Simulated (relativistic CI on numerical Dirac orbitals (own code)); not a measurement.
# Pt¹⁴⁺: one ion under different settings

How much do the settings matter for Pt¹⁴⁺? One ion, several inputs.

Program: relativistic CI on numerical Dirac orbitals (own code) version 3. Level of theory: Dirac-Coulomb-Breit CI, KLI orbitals optimised for each configuration, model QED (radiative potential, 1s self-energy scaled to tabulated hydrogen-like ionisation energies), numerical settings as typed. These are calculated values, not measurements, unless marked.

## Step 1: The atom as given

| Quantity | Value |
| --- | --- |
| ion | Pt¹⁴⁺ (Pt XV) |
| nuclear charge | 78 |
| electrons | 64 |
| isotope | A = 195 |

## Step 2: The usual input

Settings, as recorded:

```ini
atom Pt  Z=78  charge=14  electrons=64
nucleus A=195  rms_radius_fm=5.4270
hamiltonian dirac-coulomb  breit=on  qed=on  c_scale=1
orbitals kli  potential=per-configuration
slater_scale 1
correlation none
mixing on
grid step=0.0125 r_max=13.4
scf mixing=0.4 start=green max_iterations=150 tolerance=2e-08 node_fill=0.05
configurations
  [Kr] 4d10 4f14 5s2 5p2
end
```

Launch:

```bash
$ python run_levels.py task.json out
```

task.json lists these runs, among others, and the program works through them in turn.

Main fields of the result record, rounded:

```text
status: converged
levels [i, E_cm, J2, conf, term, w_term, w_jj]:
  - [0, 0, 0, "5p2", "3P", 0.7481, 0.992]
  - [1, 139993.93, 2, "5p2", "3P", 1, 1]
  - [2, 156460.58, 4, "5p2", "1D", 0.5888, 0.9935]
  - [3, 309788.96, 4, "5p2", "3P", 0.5888, 0.9935]
  - [4, 346369.87, 0, "5p2", "1S", 0.7481, 0.992]
total_energy [Ha]: -18337.522996
n_levels_all: 5
overlap: 1.40873e-11
scf_iterations: [12]
orbital_energies [Ha]: {"1s": -2884.58, "2s": -515.092, "2p1/2": -494.128, "2p3/2": -430.737, "3s": -129.058, "3p1/2": -119.647, "3p3/2": -105.701, "3d3/2": -90.0469, "3d5/2": -87.0403, "4s": -36.0617, "4p1/2": -32.0561, "4p3/2": -28.7321, "4d3/2": -22.1619, "4d5/2": -21.539, "4f5/2": -13.0986, "4f7/2": -12.9659, "5s": -13.464, "5p1/2": -12.0382, "5p3/2": -11.2954}
configurations [conf, odd, states, E_av_Ha, breit_Ha, qed_Ha]:
  - ["5p2", 0, 15, -18371.38213, 20.65, 14.15]
scf_steps of the first configuration [iteration, E_Ha, residual, outer_eigenvalue_Ha]:
  - [1, -18140.48036, 6.36, -21.24]
  - [2, -18334.81069, 2.65, -15.33]
  - [3, -18368.27132, 0.516, -11.73]
  - [4, -18370.57604, 0.435, -11.9]
  - [5, -18371.36367, 0.0727, -11.35]
  - [6, -18371.38086, 0.00386, -11.3]
  - [7, -18371.3812, 0.004, -11.29]
  - [8, -18371.38197, 0.000692, -11.3]
  - [9, -18371.38214, 7e-05, -11.3]
  - [10, -18371.38213, 9.26e-06, -11.3]
  - [11, -18371.38213, 7.44e-07, -11.3]
  - [12, -18371.38213, 3.45e-09, -11.3]
```

Wall time 0.1 s (1 thread, shared host).

## Step 3: Speed-of-light factor 1.25

Settings: those of step 2 with these lines changed.

```diff
@@ -2,3 +2,3 @@
 nucleus A=195  rms_radius_fm=5.4270
-hamiltonian dirac-coulomb  breit=on  qed=on  c_scale=1
+hamiltonian dirac-coulomb  breit=on  qed=on  c_scale=1.25
 orbitals kli  potential=per-configuration
```

From the record:

```text
status: converged
levels [i, E_cm, J2, conf, term, w_term]:
  - [0, 0, 0, "5p2", "3P", 0.794]
  - [1, 75614.633, 2, "5p2", "3P", 1]
  - [2, 91318.273, 4, "5p2", "1D", 0.5287]
  - [3, 179489.91, 4, "5p2", "3P", 0.5287]
  - [4, 216864.14, 0, "5p2", "1S", 0.794]
total_energy [Ha]: -17905.309388
n_levels_all: 5
overlap: 1.49307e-11
scf_iterations: [12]
orbital_energies [Ha]: {"1s": -2779.25, "2s": -486.559, "2p1/2": -467.214, "2p3/2": -429.99, "3s": -122.004, "3p1/2": -113.169, "3p3/2": -105.025, "3d3/2": -89.643, "3d5/2": -87.73, "4s": -34.2609, "4p1/2": -30.4835, "4p3/2": -28.553, "4d3/2": -22.0724, "4d5/2": -21.677, "4f5/2": -13.2223, "4f7/2": -13.1353, "5s": -13.0356, "5p1/2": -11.6875, "5p3/2": -11.2534}
configurations [conf, odd, states, E_av_Ha, breit_Ha, qed_Ha]:
  - ["5p2", 0, 15, -17928.33344, 12.72, 10.85]
scf_steps of the first configuration [iteration, E_Ha, residual, outer_eigenvalue_Ha]:
  - [1, -17713.91742, 6.15, -20.93]
  - [2, -17894.22794, 2.57, -15.21]
  - [3, -17925.46656, 0.496, -11.68]
  - [4, -17927.52719, 0.436, -11.84]
  - [5, -17928.31975, 0.0627, -11.3]
  - [6, -17928.33218, 0.00418, -11.26]
  - [7, -17928.33276, 0.00338, -11.25]
  - [8, -17928.33332, 0.000562, -11.25]
  - [9, -17928.33345, 5.64e-05, -11.25]
  - [10, -17928.33344, 7.03e-06, -11.25]
  - [11, -17928.33344, 6.45e-07, -11.25]
  - [12, -17928.33344, 2.55e-09, -11.25]
```

Run time: 0.1 s. Hardware: 1 thread, shared host.

A changed speed of light describes a fictitious ion. The QED potentials keep the true α.

## Step 4: Nuclear radius 7.0551, node fill 0.01, Slater scale 0.5

Settings, as recorded:

```ini
atom Pt  Z=78  charge=14  electrons=64
nucleus A=195  rms_radius_fm=7.0551
hamiltonian dirac-coulomb  breit=on  qed=on  c_scale=1
orbitals kli  potential=per-configuration
slater_scale 0.5
correlation none
mixing on
grid step=0.0125 r_max=13.4
scf mixing=0.4 start=green max_iterations=150 tolerance=2e-08 node_fill=0.01
configurations
  [Kr] 4d10 4f14 5s2 5p2
end
```

From the record:

```text
status: converged
levels [i, E_cm, J2, conf, term, w_term]:
  - [0, 0, 0, "5p2", "3P", 0.71]
  - [1, 148623.62, 2, "5p2", "3P", 1]
  - [2, 157103.92, 4, "5p2", "1D", 0.6289]
  - [3, 313027.32, 4, "5p2", "3P", 0.6289]
  - [4, 330930.53, 0, "5p2", "1S", 0.71]
total_energy [Ha]: -18335.511338
n_levels_all: 5
overlap: 1.42747e-11
scf_iterations: [12]
orbital_energies [Ha]: {"1s": -2884.24, "2s": -515.209, "2p1/2": -494.392, "2p3/2": -430.984, "3s": -129.129, "3p1/2": -119.753, "3p3/2": -105.8, "3d3/2": -90.1562, "3d5/2": -87.1458, "4s": -36.0864, "4p1/2": -32.0894, "4p3/2": -28.7625, "4d3/2": -22.1933, "4d5/2": -21.5693, "4f5/2": -13.1254, "4f7/2": -12.9921, "5s": -13.4762, "5p1/2": -12.0515, "5p3/2": -11.3071}
configurations [conf, odd, states, E_av_Ha, breit_Ha, qed_Ha]:
  - ["5p2", 0, 15, -18369.32408, 20.65, 14.11]
scf_steps of the first configuration [iteration, E_Ha, residual, outer_eigenvalue_Ha]:
  - [1, -18138.43731, 6.35, -21.24]
  - [2, -18332.47332, 2.64, -15.34]
  - [3, -18366.33313, 0.514, -11.74]
  - [4, -18368.44886, 0.435, -11.91]
  - [5, -18369.29593, 0.0716, -11.36]
  - [6, -18369.32357, 0.00407, -11.32]
  - [7, -18369.32375, 0.00394, -11.31]
  - [8, -18369.32403, 0.00069, -11.31]
  - [9, -18369.32408, 7.12e-05, -11.31]
  - [10, -18369.32408, 8.27e-06, -11.31]
  - [11, -18369.32408, 7.17e-07, -11.31]
  - [12, -18369.32408, 4.31e-09, -11.31]
```

Wall time 0.1 s (1 thread, shared host).

The changed nuclear radius is not that of the isotope named.

## Step 5: Slater scale 0.5

Settings, as recorded:

```ini
atom Pt  Z=78  charge=14  electrons=64
nucleus A=195  rms_radius_fm=5.4270
hamiltonian dirac-coulomb  breit=on  qed=on  c_scale=1
orbitals kli  potential=per-configuration
slater_scale 0.5
correlation none
mixing on
grid step=0.0125 r_max=13.4
scf mixing=0.4 start=green max_iterations=150 tolerance=2e-08 node_fill=0.05
configurations
  [Kr] 4d10 4f14 5s2 5p2
end
```

From the record:

```text
status: converged
levels [i, E_cm, J2, conf, term, w_term]:
  - [0, 0, 0, "5p2", "3P", 0.7099]
  - [1, 148862.44, 2, "5p2", "3P", 1]
  - [2, 157338.94, 4, "5p2", "1D", 0.629]
  - [3, 313496.56, 4, "5p2", "3P", 0.629]
  - [4, 331389.39, 0, "5p2", "1S", 0.7099]
total_energy [Ha]: -18337.533492
n_levels_all: 5
overlap: 1.40873e-11
scf_iterations: [12]
orbital_energies [Ha]: {"1s": -2884.58, "2s": -515.092, "2p1/2": -494.128, "2p3/2": -430.737, "3s": -129.058, "3p1/2": -119.647, "3p3/2": -105.701, "3d3/2": -90.0469, "3d5/2": -87.0403, "4s": -36.0617, "4p1/2": -32.0561, "4p3/2": -28.7321, "4d3/2": -22.1619, "4d5/2": -21.539, "4f5/2": -13.0986, "4f7/2": -12.9659, "5s": -13.464, "5p1/2": -12.0382, "5p3/2": -11.2954}
configurations [conf, odd, states, E_av_Ha, breit_Ha, qed_Ha]:
  - ["5p2", 0, 15, -18371.38213, 20.65, 14.15]
scf_steps of the first configuration [iteration, E_Ha, residual, outer_eigenvalue_Ha]:
  - [1, -18140.48036, 6.36, -21.24]
  - [2, -18334.81069, 2.65, -15.33]
  - [3, -18368.27132, 0.516, -11.73]
  - [4, -18370.57604, 0.435, -11.9]
  - [5, -18371.36367, 0.0727, -11.35]
  - [6, -18371.38086, 0.00386, -11.3]
  - [7, -18371.3812, 0.004, -11.29]
  - [8, -18371.38197, 0.000692, -11.3]
  - [9, -18371.38214, 7e-05, -11.3]
  - [10, -18371.38213, 9.26e-06, -11.3]
  - [11, -18371.38213, 7.44e-07, -11.3]
  - [12, -18371.38213, 3.45e-09, -11.3]
```

It took 0.1 s on 1 thread, shared host.

## Step 6: Iteration limit 30

Settings, as recorded:

```ini
atom Pt  Z=78  charge=14  electrons=64
nucleus A=195  rms_radius_fm=5.4270
hamiltonian dirac-coulomb  breit=on  qed=on  c_scale=1
orbitals kli  potential=per-configuration
slater_scale 1
correlation none
mixing on
grid step=0.0125 r_max=13.4
scf mixing=0.4 start=green max_iterations=30 tolerance=2e-08 node_fill=0.05
configurations
  [Kr] 4d10 4f14 5s2 5p2
end
```

From the record:

```text
status: converged
levels [i, E_cm, J2, conf, term, w_term]:
  - [0, 0, 0, "5p2", "3P", 0.7481]
  - [1, 139993.93, 2, "5p2", "3P", 1]
  - [2, 156460.58, 4, "5p2", "1D", 0.5888]
  - [3, 309788.96, 4, "5p2", "3P", 0.5888]
  - [4, 346369.87, 0, "5p2", "1S", 0.7481]
total_energy [Ha]: -18337.522996
n_levels_all: 5
overlap: 1.40873e-11
scf_iterations: [12]
orbital_energies [Ha]: {"1s": -2884.58, "2s": -515.092, "2p1/2": -494.128, "2p3/2": -430.737, "3s": -129.058, "3p1/2": -119.647, "3p3/2": -105.701, "3d3/2": -90.0469, "3d5/2": -87.0403, "4s": -36.0617, "4p1/2": -32.0561, "4p3/2": -28.7321, "4d3/2": -22.1619, "4d5/2": -21.539, "4f5/2": -13.0986, "4f7/2": -12.9659, "5s": -13.464, "5p1/2": -12.0382, "5p3/2": -11.2954}
configurations [conf, odd, states, E_av_Ha, breit_Ha, qed_Ha]:
  - ["5p2", 0, 15, -18371.38213, 20.65, 14.15]
scf_steps of the first configuration [iteration, E_Ha, residual, outer_eigenvalue_Ha]:
  - [1, -18140.48036, 6.36, -21.24]
  - [2, -18334.81069, 2.65, -15.33]
  - [3, -18368.27132, 0.516, -11.73]
  - [4, -18370.57604, 0.435, -11.9]
  - [5, -18371.36367, 0.0727, -11.35]
  - [6, -18371.38086, 0.00386, -11.3]
  - [7, -18371.3812, 0.004, -11.29]
  - [8, -18371.38197, 0.000692, -11.3]
  - [9, -18371.38214, 7e-05, -11.3]
  - [10, -18371.38213, 9.26e-06, -11.3]
  - [11, -18371.38213, 7.44e-07, -11.3]
  - [12, -18371.38213, 3.45e-09, -11.3]
```

Wall time 0.11 s (1 thread, shared host).

## Step 7: Nuclear radius 5427.0

Settings, as recorded:

```ini
atom Pt  Z=78  charge=14  electrons=64
nucleus A=195  rms_radius_fm=5427.0000
hamiltonian dirac-coulomb  breit=on  qed=on  c_scale=1
orbitals kli  potential=per-configuration
slater_scale 1
correlation none
mixing on
grid step=0.0125 r_max=13.4
scf mixing=0.4 start=green max_iterations=81 tolerance=2e-08 node_fill=0.05
configurations
  [Kr] 4d10 4f14 5s2 5p2
end
```

From the record:

```text
status: converged
levels [i, E_cm, J2, conf, term, w_term]:
  - [0, 0, 0, "5p2", "3P", 0.9976]
  - [1, 1032.4539, 2, "5p2", "3P", 1]
  - [2, 2752.4996, 4, "5p2", "3P", 0.9956]
  - [3, 22203.413, 4, "5p2", "1D", 0.9956]
  - [4, 52538.932, 0, "5p2", "1S", 0.9976]
total_energy [Ha]: -9166.4260107
n_levels_all: 5
overlap: 2.92855e-07
scf_iterations: [12]
orbital_energies [Ha]: {"1s": -367.616, "2s": -118.191, "2p1/2": -214.892, "2p3/2": -213.98, "3s": -36.4293, "3p1/2": -58.6724, "3p3/2": -58.4677, "3d3/2": -90.1589, "3d5/2": -89.2599, "4s": -14.0588, "4p1/2": -18.9171, "4p3/2": -18.8708, "4d3/2": -23.1518, "4d5/2": -22.9981, "4f5/2": -19.1509, "4f7/2": -18.9245, "5s": -7.40179, "5p1/2": -8.82665, "5p3/2": -8.81328}
configurations [conf, odd, states, E_av_Ha, breit_Ha, qed_Ha]:
  - ["5p2", 0, 15, -9169.386364, 2.724, 0.2912]
scf_steps of the first configuration [iteration, E_Ha, residual, outer_eigenvalue_Ha]:
  - [1, -9128.005002, 3.57, -12.9]
  - [2, -9160.801716, 1.74, -10.66]
  - [3, -9168.729421, 0.255, -8.956]
  - [4, -9169.18017, 0.252, -8.95]
  - [5, -9169.333357, 0.0834, -8.775]
  - [6, -9169.385458, 0.00215, -8.813]
  - [7, -9169.387019, 0.00227, -8.814]
  - [8, -9169.386371, 2.05e-05, -8.813]
  - [9, -9169.386363, 5.01e-06, -8.813]
  - [10, -9169.386365, 1.4e-06, -8.813]
  - [11, -9169.386364, 9.99e-08, -8.813]
  - [12, -9169.386364, 3.86e-09, -8.813]
```

Run time: 0.1 s. Hardware: 1 thread, shared host.

A bad setting: its result is shown only for the comparison.

## Step 8: Tolerance 1e-14

Settings, as recorded:

```ini
atom Pt  Z=78  charge=14  electrons=64
nucleus A=195  rms_radius_fm=5.4270
hamiltonian dirac-coulomb  breit=on  qed=on  c_scale=1
orbitals kli  potential=per-configuration
slater_scale 1
correlation none
mixing on
grid step=0.0125 r_max=13.4
scf mixing=0.4 start=green max_iterations=92 tolerance=1e-14 node_fill=0.05
configurations
  [Kr] 4d10 4f14 5s2 5p2
end
```

From the record:

```text
status: converged
levels [i, E_cm, J2, conf, term, w_term]:
  - [0, 0, 0, "5p2", "3P", 0.7481]
  - [1, 139993.93, 2, "5p2", "3P", 1]
  - [2, 156460.58, 4, "5p2", "1D", 0.5888]
  - [3, 309788.96, 4, "5p2", "3P", 0.5888]
  - [4, 346369.87, 0, "5p2", "1S", 0.7481]
total_energy [Ha]: -18337.522996
n_levels_all: 5
overlap: 1.40902e-11
scf_iterations: [40]
orbital_energies [Ha]: {"1s": -2884.58, "2s": -515.092, "2p1/2": -494.128, "2p3/2": -430.737, "3s": -129.058, "3p1/2": -119.647, "3p3/2": -105.701, "3d3/2": -90.0469, "3d5/2": -87.0403, "4s": -36.0617, "4p1/2": -32.0561, "4p3/2": -28.7321, "4d3/2": -22.1619, "4d5/2": -21.539, "4f5/2": -13.0986, "4f7/2": -12.9659, "5s": -13.464, "5p1/2": -12.0382, "5p3/2": -11.2954}
configurations [conf, odd, states, E_av_Ha, breit_Ha, qed_Ha]:
  - ["5p2", 0, 15, -18371.38213, 20.65, 14.15]
scf_steps of the first configuration [iteration, E_Ha, residual, outer_eigenvalue_Ha]:
  - [1, -18140.48036, 6.36, -21.24]
  - [2, -18334.81069, 2.65, -15.33]
  - [3, -18368.27132, 0.516, -11.73]
  - [4, -18370.57604, 0.435, -11.9]
  - [5, -18371.36367, 0.0727, -11.35]
  - [6, -18371.38086, 0.00386, -11.3]
  - [7, -18371.3812, 0.004, -11.29]
  - [8, -18371.38197, 0.000692, -11.3]
  - [9, -18371.38214, 7e-05, -11.3]
  - [10, -18371.38213, 9.26e-06, -11.3]
  - ["...", "...", "...", "..."]
  - [31, -18371.38213, 6.72e-14, -11.3]
  - [32, -18371.38213, 3.13e-14, -11.3]
  - [33, -18371.38213, 3.78e-14, -11.3]
  - [34, -18371.38213, 5.62e-14, -11.3]
  - [35, -18371.38213, 4.58e-14, -11.3]
  - [36, -18371.38213, 7.18e-14, -11.3]
  - [37, -18371.38213, 4.45e-14, -11.3]
  - [38, -18371.38213, 2.97e-14, -11.3]
  - [39, -18371.38213, 5.61e-14, -11.3]
  - [40, -18371.38213, 9.04e-15, -11.3]
```

Run time: 0.18 s. Hardware: 1 thread, shared host.

The value lies outside the usual range, yet the result is unchanged in this case.

## Step 9: The runs side by side

| setting | total energy less usual (Ha) | largest shift of a level among the lowest eight of both runs, same label and place (cm⁻¹) | SCF iterations | time | lowest level | kind of change |
| --- | --- | --- | --- | --- | --- | --- |
| usual | 0 | 0 | 12 | 0.1 s | 5p2 [5p1/2^2] J=0 | - |
| speed-of-light factor 1.25 | 432 | 130000 | 12 | 0.1 s | 5p2 3P0 | unphysical constant |
| nuclear radius 7.0551, node fill 0.01, Slater scale 0.5 | 2.01 | 15400 | 12 | 0.1 s | 5p2 [5p1/2^2] J=0 | unphysical constant |
| Slater scale 0.5 | -0.0105 | 15000 | 12 | 0.1 s | 5p2 [5p1/2^2] J=0 | model term |
| iteration limit 30 | 0 | 0 | 12 | 0.11 s | 5p2 [5p1/2^2] J=0 | numerical |
| nuclear radius 5427.0 | 9.17e+03 | 294000 | 12 | 0.1 s | 5p2 3P0 | unsound |
| tolerance 1e-14 | 0 | 0 | 40 | 0.18 s | 5p2 [5p1/2^2] J=0 | extreme, harmless here |

## Step 10: Outcome

```
                    quantity              value
lowest level, usual settings  5p2 [5p1/2^2] J=0
                total energy     -18337.5230 Ha
            first excitation        139994 cm⁻¹
```

In words: Among the runs whose levels can be followed, they move most under «nuclear radius 5427.0» (unsound), by up to 294000 cm⁻¹. No visible change in the result comes from «iteration limit 30» or «tolerance 1e-14». «Tolerance 1e-14» costs 40 SCF iterations against 12. Only the listed configurations are in the model.
